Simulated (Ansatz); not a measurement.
Runs of Ansatz 0.2.0 on HfIn4SiO6. The typed cell holds 12 atoms: a = 5.699 Å, b = 6.149 Å, c = 7.308 Å, α = 98.49°, β = 111.85°, γ = 96.55°. The cell was built by a generator and needn't be a form met in nature.

```tsv
task	level	spin	U	cell	k mesh	hubbard projectors	double counting	points for each segment of the path	gap on the mesh (eV)	pressure (GPa)	largest force (eV/Å)
projected density of states	PBE+U	off	Hf d U = 2 eV	as given	5 × 5 × 4	ortho-atomic (the default)	fll (the default)	-	0.87	0.3	0.24
band structure	PBE	SOC, no magnetisation	-	as given	4 × 4 × 3	-	-	10	0.97	-0.1	0.03
projected density of states	PBE+U	off	Hf d U = 4 eV	as given	5 × 5 × 4	ortho-atomic (the default)	fll (the default)	-	0.86	0.7	(b)
projected density of states	PBE+U	off	Hf d U = 6 eV	as given	5 × 5 × 4	ortho-atomic (the default)	fll (the default)	-	0.84	1.1	(a)
relaxation of cell and atoms	PBE+D3(BJ)	off	-	relaxed	4 × 4 × 3	-	-	-	0.88	0.0	0.01
```

Alike in all rows: potentials or basis Ansatz PAW; cutoff (eV) 420; smearing fermi-dirac 0.05 eV.

**Question.** Fill in the values left out.

**Answer.** (a) 0.79; (b) 0.50.

Caveats: odd divisions of the mesh miss points on the zone boundary, where band edges often lie, so the gap on the mesh can be too wide (some runs); spin-orbit coupling is left out, which moves the levels of the heavy elements (some runs); the plane-wave basis is chosen anew once the cell has moved, so the energies of steps on either side of that aren't comparable (some runs).

A k mesh can miss the band edges, and rows without SOC leave out spin-orbit coupling on Hf, In.
